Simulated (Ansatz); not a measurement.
# FGaH3Te: the cost of one run

Program: Ansatz 0.2.0. Level of theory: RHF/def2-SVPD. These are calculated values, not measurements.

### 1 Starting geometry

SMILES `[GaH2][TeH]`, 5 atoms, charge 0, spin multiplicity 1.

Atoms are counted from 1 here; the program's logs count them from 0.

Bond lengths: Ga1–Te2 2.537 Å, Ga1–H3 1.571 Å, Ga1–H4 1.570 Å, Te2–H5 1.681 Å. Angles: Te2–Ga1–H3 115.1°, Te2–Ga1–H4 118.4°, H3–Ga1–H4 126.5°, Ga1–Te2–H5 92.0°.

Coordinates:

```xyz
5

Ga   -0.3123   -0.7211    0.2083
Te    0.8855    1.4851    0.5776
H    -0.4567   -1.6221    1.4874
H    -0.8296   -1.0580   -1.2348
H     0.7131    1.9160   -1.0384
```

This geometry comes from a loose relaxation at PBE in a small basis, which is not shown.

### 4 The grid

The probe is moved over a plane parallel to the molecule's main plane, 2.70 Å above it (x and y are the axes of that plane, centred on the molecule).

First coordinate, x of the probe's F atom: 13 values from −3.54 Å. Second coordinate, y of the probe's F atom: 11 values from −2.95 Å.

Nothing else is relaxed (molecule and probe rigid). Energies count from molecule and probe far apart, each relaxed in its own basis (no counterpoise correction). Points are written as (first, second).

The probe F- moves over a plane: parallel to the molecule's main plane, 2.70 Å above it. The molecule is turned into the frame of its main axes, as the inputs below show.

(The set-up runs are not shown.)

### 5 Point (3.54 Å, 0.00 Å)

File input.yaml:

```yaml
crystal:
  periodic: [false, false, false]
  atoms:
    - { symbol: Ga, position_ang: [0.823126, -0.007207, 6.0e-06] }
    - { symbol: Te, position_ang: [-1.518654, 1.009996, -2.5e-05] }
    - { symbol: H, position_ang: [2.0139, 1.009872, 1.2e-05] }
    - { symbol: H, position_ang: [0.971194, -1.564708, -1.5e-05] }
    - { symbol: H, position_ang: [-2.289566, -0.447953, 2.3e-05] }
    - { symbol: F, position_ang: [3.54, 0.0, 2.7] }
total_charge: -1
basis:
  gaussian: { orbitals: def2-SVPD }
hamiltonian:
  xc: hf
output:
  forces: true
```

Run with:

```bash
> ansatz run input.yaml --threads 1 --pin off --max-ram 2560MiB --backend cpu --events-out ev --progress --plain --runs-dir out
```

What time and memory should one allow on 1 thread of Arm Neoverse V2, shared host?

About 3.5 s, with a peak of 0.26 GiB.
